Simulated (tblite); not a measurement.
# C2H7F5Ge2Si: the cost of one run

Programs: tblite 0.8.0 and PySCF 2.14.0, with density-fitted response routines of our own. Each step states its level of theory. These are calculated values for one molecule, in the gas phase or a continuum, unless marked as measured. Atoms are numbered from 0 throughout.

## 1. Starting geometry

17 atoms, charge 0, multiplicity 1; geometry from: force field or distance geometry start.

Bonds of the start (Å): F0–C1 1.36, C1–F2 1.38, C1–F3 1.37, C1–C4 1.54, C4–F5 1.37, C4–F6 1.38, C4–Si7 1.88, Si7–Ge8 2.29, Ge8–Ge9 2.38, Si7–H10 1.47, Si7–H11 1.47, Ge8–H12 1.56, Ge8–H13 1.53, Ge9–H14 1.54, Ge9–H15 1.55, Ge9–H16 1.55.

## 2. Optimising the geometry with GFN2-xTB

The job: settings as JSON, then the geometry in Å.

```
{"job": {"kind": "relax", "xc": "GFN2-xTB", "basis": "xTB"}, "charge": 0, "multiplicity": 1}
F     -3.043100     1.026500     0.523000
C     -2.967100    -0.318700     0.330000
F     -3.810400    -1.047600     1.151800
F     -3.152900    -0.593300    -1.003300
C     -1.518600    -0.726300     0.650000
F     -1.165100    -0.411300     1.934400
F     -1.449800    -2.076700     0.400200
Si    -0.470400     0.223300    -0.583600
Ge     1.464900     1.066600     0.315700
Ge     3.318000    -0.222600    -0.437600
H     -0.199000    -0.644200    -1.744000
H     -1.294600     1.350200    -1.055800
H      1.630100     2.494700    -0.298700
H      1.450900     1.228100     1.834900
H      2.944300    -1.002000    -1.713100
H      4.456900     0.792200    -0.735300
H      3.799000    -1.126800     0.720500
```

Command:

```bash
$ OMP_NUM_THREADS=1 python probes_run.py task.json out
```

This one command runs all jobs of the session in turn.

Q: Estimate the wall time and peak memory of this first job on 1 thread of Arm Neoverse V2, shared host.

About 1.7 s, with a peak of 0.18 GiB.
